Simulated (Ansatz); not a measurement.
# CrAgO2: the cost of one run

Method: DFT LDA+U (U_eff = 1 eV on Cr d), plane waves, PAW, in Ansatz 0.2.0.

## Step 1: The starting structure

The structure is trigonal, space group R-3m (No. 166). Conventional cell: a = 2.985 Å, b = 2.985 Å, c = 18.510 Å, α = 90.00°, β = 90.00°, γ = 120.00°. Cr (site symmetry -3m) has 6 O at 2.00 Å as nearest neighbours. Ag (site symmetry -3m) is surrounded by 2 O at 2.07 Å. O (site symmetry 3m) is surrounded by 3 Cr at 2.00 Å and 1 Ag at 2.07 Å.

Structure file:

```cif
data_structure
_symmetry_space_group_name_H-M 'R-3m:H'
_symmetry_Int_Tables_number 166
_cell_length_a 2.9850
_cell_length_b 2.9850
_cell_length_c 18.5100
_cell_angle_alpha 90.000
_cell_angle_beta 90.000
_cell_angle_gamma 120.000
_cell_volume 142.83
loop_
_atom_site_label
_atom_site_type_symbol
_atom_site_symmetry_multiplicity
_atom_site_Wyckoff_symbol
_atom_site_fract_x
_atom_site_fract_y
_atom_site_fract_z
_atom_site_occupancy
Cr1 Cr 3 b 0.33333 0.66667 0.16667 1
Ag1 Ag 3 a 0.00000 0.00000 0.00000 1
O1 O 6 c 0.00000 0.00000 0.11190 1
```

## Step 2: Ferromagnetic start, free, symmetry kept, no search

Contents of input.yaml:

```yaml
crystal:
  lattice:
    - [1.49250042, 0.86169552, 6.16999799]
    - [-1.49250042, 0.86169552, 6.16999799]
    - [0.0, -1.72339103, 6.16999799]
  atoms:
    - { symbol: Cr, position: [0.5, 0.5, 0.5], spin: 3.0 }
    - { symbol: Ag, position: [0.0, 0.0, 0.0] }
    - { symbol: O, position: [0.1119, 0.1119, 0.1119] }
    - { symbol: O, position: [0.8881, 0.8881, 0.8881] }
basis:
  ecutwfc: 420
  ecutrho_ratio: 4
kpoints:
  mp_grid: { grid: [7, 7, 7] }
hamiltonian:
  xc: lda
  hubbard: { sites: [{ site: 0, l: d, u_eff: 1.0 }] }
scf:
  occupations: { method: gaussian, width: 0.05 }
  lower_state_search: "off"
  max_iter: 150
output:
  forces: true
  stress: true
  eigenvalues: true
  populations: true
  hubbard: { sites: [{ site: 0, l: d }] }
magnetization:
  spin_polarized: true
```

Launch:

```bash
$ ansatz run input.yaml --threads 2 --pin off --max-ram 3072MiB --backend cpu --events-out ev --progress --plain --runs-dir out
```

What time and memory should one allow on 2 threads of Arm Neoverse V1, shared host?

About 6.6 s, with a peak of 0.44 GiB.
